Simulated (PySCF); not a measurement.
# CH2OSm (Sm(H2CO)2+): the cost of one run

Method: PBE0, Sm lcecp-0-SVP with ECP52, O def2-SVP, C def2-SVP, H def2-SVP; scalar-relativistic core potentials, no spin–orbit coupling; program: PySCF 2.14.0.

1 further run of the same task is left out (for a known fault of the program).

## 1. The system as given

5 atoms, charge 2, spin multiplicity 1.

Bond lengths: Sm1–O2 2.658 Å, O2–C3 1.220 Å, C3–H4 1.105 Å, C3–H5 1.105 Å. Angles: Sm1–O2–C3 180.0°, O2–C3–H4 121.7°, O2–C3–H5 121.7°, H4–C3–H5 116.6°.

As a file:

```
Sm    0.00000    0.00000    0.00000
O     0.00000    0.00000    2.65750
C     0.00000    0.00000    3.87750
H     0.94000    0.00000    4.45750
H    -0.94000    0.00000    4.45750
```

Formal oxidation states: Sm +2. Each metal's 6 4f electrons lie in its core potential, so multiplicities, spins and levels count the valence alone.

## 2. SCF at the start, singlet

The input, run.py (the lines that set the calculation):

```python
mol = gto.M(atom='''
Sm     0.00000     0.00000     0.00000
O      0.00000     0.00000     2.65750
C      0.00000     0.00000     3.87750
H      0.94000     0.00000     4.45750
H     -0.94000     0.00000     4.45750''',
    basis={'Sm': 'lcecp-0-SVP', 'O': 'def2-SVP', 'C': 'def2-SVP', 'H': 'def2-SVP'},
    ecp={'Sm': 'lcecp-0-SVP'},
    charge=2, spin=0)
mf = dft.RKS(mol, xc='PBE0')
mf.grids.atom_grid = (50, 194)  # f atoms: unpruned, at least (60, 302)
mf = mf.density_fit()  # fitting sets: Sm AutoAux, O def2-universal-JKFIT, C def2-universal-JKFIT, H def2-universal-JKFIT
mf.conv_tol = 1e-08; mf.max_cycle = 55
mf.kernel(dm0)  # dm0: free metal ions and neutral atoms
```

The run is started by

```
$ OMP_NUM_THREADS=2 python run.py
```

Q: Estimate wall time and peak memory on 2 threads of Arm Neoverse V2, shared host.

About 1.5 s, with a peak of 0.38 GiB.
